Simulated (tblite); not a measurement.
# C4H9N2Si2: the cost of one run

The runs use tblite 0.8.0 and PySCF 2.14.0, with density-fitted response routines of our own; the level of theory stands in each step. All values are computed, except where a source is named. Atoms are numbered from 0 throughout.

### Step 1. The molecule as given

17 atoms, charge 0, multiplicity 2; geometry from: force field or distance geometry start.

Bonds of the start (Å): N0–C1 1.17, C1–Si2 1.79, Si2–Si3 2.24, Si3–C4 1.88, C4–C5 1.51, C5–C6 1.46, C6–N7 1.29, Si2–H8 1.48, Si2–H9 1.48, Si3–H10 1.47, Si3–H11 1.46, C4–H12 1.12, C4–H13 1.08, C5–H14 1.13, C5–H15 1.11, N7–H16 1.04.

### Step 2. Geometry optimisation with GFN2-xTB

What the job is given:

```
{"job": {"kind": "relax", "xc": "GFN2-xTB", "basis": "xTB"}, "charge": 0, "multiplicity": 2}
N      4.686600    -1.029000     0.564000
C      3.844600    -0.239100     0.399800
Si     2.574900     0.998200     0.189300
Si     0.772400     0.225300    -0.896200
C     -0.409500    -0.660600     0.268600
C     -1.796600    -0.191700    -0.106800
C     -2.881400    -0.763600     0.685200
N     -4.059400    -0.265500     0.483400
H      2.187900     1.540800     1.505800
H      3.112600     2.083400    -0.653800
H      0.037900     1.403600    -1.393300
H      1.118900    -0.684000    -1.988800
H     -0.395100    -1.772800     0.111800
H     -0.118200    -0.446500     1.289700
H     -1.854100     0.929700    -0.011400
H     -1.952100    -0.484700    -1.170000
H     -4.876400    -0.631500     1.011600
```

On the command line:

```bash
$ OMP_NUM_THREADS=1 python probes_run.py task.json out
```

One launch serves the whole session: the jobs run in the order shown.

**Question.** How long does this first job take on 1 thread of Arm Neoverse V1, shared host?

About 1.5 s.
